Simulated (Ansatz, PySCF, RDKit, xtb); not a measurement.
# CH2KN: from the formula to a structure

Only the formula CH2KN is given. Aim: find the structure of lowest free energy at 298.15 K, then its properties.

The funnel: GFN2-xTB relaxations, single points with a density functional, relaxations at PBE0-D3(BJ)/def2-SVP, harmonic vibrations, and a last energy at a higher level. All values are calculated.

4 further runs of the same task are left out: 4 set aside as unsound or not needed.

### 1 Drawing up candidates

All bonding patterns within simple valence rules are listed by program: one Lewis structure each, at most two rings and one unusual centre or charged pair. O–O, O–halogen and N–halogen bonds and N–N–N chains are not drawn. That gives 6 candidates.

```
label            SMILES     spin
 c132       C#[N+][KH-]  singlet
 c138    [CH-]=[NH+][K]  singlet
 c406    [NH2+]=[C-][K]  singlet
 c698          C=[N][K]  singlet
 c771  [CH]1=[NH+][K-]1  singlet
 c791         N=[CH][K]  singlet
```

Candidates are built by distance geometry, with a force field where one applies, in up to four conformers (letters a to d). 6 starts with atoms placed at random are added, to find patterns that the rules miss.

**Question.** With final energies at CCSD(T)/def2-TZVPP, which structure will this search put lowest in free energy, and by what margin?

| quantity | value |
| --- | --- |
| lowest structure found | C=[N][K], singlet, C2v |
| next finalist | [CH]1[NH][K]1 ‡, singlet, 6.3 kcal/mol higher in G |
| share at equilibrium, among the finalists | 100.0 % |
| harmonic wavenumbers, lowest and highest (PBE0-D3(BJ)/def2-SVP) | 106 and 2753 cm⁻¹ |
| rotational constants, same geometry | 9.706, 0.1024, 0.1014 cm⁻¹ |
| dipole moment (PBE0/def2-TZVPD) | 8.81 D |
| HOMO energy (PBE0/def2-TZVPD) | -3.18 eV |
| LUMO energy (PBE0/def2-TZVPD) | -1.08 eV |
| HOMO–LUMO gap (PBE0/def2-TZVPD) | 2.10 eV |
| lowest excitation (TD-B3LYP/def2-SVPD) | 0.82 eV (f = 0.004) |
| strongest of the states computed, same level | 4.05 eV (f = 0.052) |
| lowest triplet excitation, same level, Tamm-Dancoff | 0.82 eV |
| vertical ionisation energy | 5.28 eV |
| vertical electron affinity | 0.44 eV |
| vertical triplet less singlet | +1.66 eV |

The search ends on `C=[N][K]`. Among the finalists first place is clear (6.3 kcal/mol); structures outside the list aren't covered. r2SCAN-D4/def2-SVP, PBE0-D3(BJ)/def2-SVP, HF/def2-TZVPP and MP2/def2-TZVPP already put its bonding pattern lowest among the structures in one piece. The search is not exhaustive (a finite list of starts, one conformer a finalist), so a lower isomer can't be ruled out. Bonds to the alkali or alkaline-earth atom are largely ionic, and its place along soft bends is ill-defined.

‡ marks the bonded skeleton alone, with all bonds drawn single: no Lewis structure was assigned that passes a check against the bond lengths.
